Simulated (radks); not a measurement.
**As⁺ in [Ar] 3d10 4s2 4p2: an all-electron calculation**

An exercise on one series of results from a longer session: the logs are not shown, and one member is left open.

Method: scalar-relativistic Kohn-Sham, r2SCAN, spin-polarised, spherical densities, finite nucleus; open shells are filled with parallel spins first. Code: radks (a radial shooting solver on a logarithmic mesh, Libxc functionals) version 1.

## What is computed

* element: arsenic (Z = 33)
* charge: +1
* electrons: 32
* configuration: [Ar] 3d10 4s2 4p2
* nuclear rms radius: 4.0968 fm

The outer shells:

As⁺
```
[Ar] core
3d [↑↓][↑↓][↑↓][↑↓][↑↓]
4s [↑↓]
4p [↑ ][↑ ][  ]
```

The first run:

Input:

```text
Z 33
configuration [Ar] 3d10 4s2 4p2
relativity scalar-relativistic
functional r2scan,r2scan
spin polarised
nucleus finite rms 4.0968 fm
c 137.035999084
```

One table of the session follows, with a row left open; its other results are not shown here.

It belongs to the step «Shells». Radial moments (bohr):

| level | <r> | outermost maximum (interpolated) | 90 % within | nodes |
| --- | --- | --- | --- | --- |
| 1s up | 0.04551 | 0.0297 | 0.0813 | 0 |
| 1s down | 0.04550 | 0.0297 | 0.0813 | 0 |
| 2s up | 0.2025 | 0.170 | 0.313 | 1 |
| 2s down | 0.2025 | 0.170 | 0.313 | 1 |
| 2p up | 0.1772 | 0.136 | 0.289 | 0 |
| 2p down | 0.1772 | 0.136 | 0.289 | 0 |
| 3s up | 0.5971 | 0.521 | 0.891 | 2 |
| 3s down | 0.5973 | 0.521 | 0.891 | 2 |
| 3p up | 0.6165 | 0.521 | 0.945 | 1 |
| 3p down | 0.6164 | 0.521 | 0.944 | 1 |
| 3d up | 0.6784 | 0.479 | 1.14 | 0 |
| 3d down | 0.6742 | 0.479 | 1.13 | 0 |
| 4s up | 1.891 | 1.61 | 2.81 | 3 |
| 4s down | ? | ? | ? | ? |
| 4p up | 2.278 | 1.90 | 3.43 | 2 |
| 4p down | 2.236 | 1.87 | 3.37 | 2 |

Estimate the missing values for 4s down.

The run gave: <r>: 1.871; outermost maximum (interpolated): 1.59; 90 % within: 2.79; nodes: 3. In the column «<r>» it lies between 3d up (0.6784) and 4s up (1.891).

To keep in mind: Open shells are spherical and high-spin; term and fine-structure splittings are not resolved.
